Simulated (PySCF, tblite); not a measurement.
**C6H6F2Ge: geometry, infrared bands and NMR shifts**

What infrared bands and NMR shifts should C6H6F2Ge (`C#[C][GeH2][C](=C)C=C(F)F`) show?

The runs use tblite 0.8.0 and PySCF 2.14.0, with density-fitted response routines of our own; the level of theory stands in each step. All values are computed, except where a source is named. Atoms count from 0, in the outputs and in this text.

### Step 1. The molecule as given

15 atoms, charge 0, multiplicity 1; geometry from: force field or distance geometry start.

Bonds of the start (Å): C0–C1 1.22, C1–Ge2 1.91, Ge2–C3 1.93, C3–C4 1.32, C3–C5 1.46, C5–C6 1.32, C6–F7 1.36, C6–F8 1.35, C0–H9 1.05, Ge2–H10 1.55, Ge2–H11 1.57, C4–H12 1.10, C4–H13 1.09, C5–H14 1.10.

### Step 2. Geometry optimisation with GFN2-xTB

What the job is given:

```
{"job": {"kind": "relax", "xc": "GFN2-xTB", "basis": "xTB"}, "charge": 0, "multiplicity": 1}
C      3.123800     1.718100    -0.246600
C      2.327900     0.832900     0.000500
Ge     1.114700    -0.583500     0.394600
C     -0.691400    -0.045400    -0.019400
C     -0.918900     1.254200    -0.130600
C     -1.792800    -0.994500    -0.181700
C     -1.649900    -2.304300    -0.073900
F     -0.458600    -2.903900     0.215300
F     -2.727200    -3.106300    -0.242900
H      3.788300     2.502700    -0.478600
H      1.485500    -1.869600    -0.396600
H      1.174800    -0.977200     1.910200
H     -0.073900     1.944600     0.004600
H     -1.912500     1.625700    -0.369000
H     -2.794100    -0.591300    -0.407900
```

Run with:

```
OMP_NUM_THREADS=1 python probes_run.py task.json out
```

This one command runs all jobs of the session in turn.

**Question.** This job is followed by: GFN2-xTB harmonic vibrations, gas phase; GIAO PBE0/pcSseg-1 NMR shielding, non-relativistic, gas phase. Predict these results of the whole session: strongest single infrared mode (GFN2-xTB); zero-point energy (GFN2-xTB); ¹³C shifts against TMS (PBE0/pcSseg-1); ¹H shifts against TMS (PBE0/pcSseg-1, means over atoms taken as alike); ⁷³Ge shifts against GeMe4 (PBE0/pcSseg-1); ¹⁹F shifts against CFCl3 (PBE0/pcSseg-1).

**Answer**, as computed:

| quantity | value |
| --- | --- |
| strongest single infrared mode (GFN2-xTB) | 2043 cm⁻¹, 450 km/mol |
| zero-point energy (GFN2-xTB) | 57.2 kcal/mol |
| ¹³C shifts against TMS (PBE0/pcSseg-1) | 171.7, 140.1, 137.1, 105.4, 94.2, 86.2 ppm |
| ¹H shifts against TMS (PBE0/pcSseg-1, means over atoms taken as alike) | 6.25, 6.17, 5.52, 4.73, 1.90 ppm |
| ⁷³Ge shifts against GeMe4 (PBE0/pcSseg-1) | -191 ppm |
| ¹⁹F shifts against CFCl3 (PBE0/pcSseg-1) | -82.9, -87.3 ppm |

**Reading.** Relaxing lowered the energy by 0.347 eV in 94 steps; the close pair that moved most is Ge2–H11, from 1.567 to 1.497 Å. No mode is imaginary among the 39: a minimum at this level. The strongest single mode, at 2043 cm⁻¹, moves mainly H11 and H10. Unscaled tight-binding wavenumbers are off by several per cent, some by more. Its intensities can rank the bands wrongly. At PBE0/pcSseg-1: Shielding is most anisotropic at C1 (span 288 ppm, paramagnetic term -167 ppm). Spin-orbit coupling is left out, which matters for shieldings and couplings at and beside the heavy atoms.
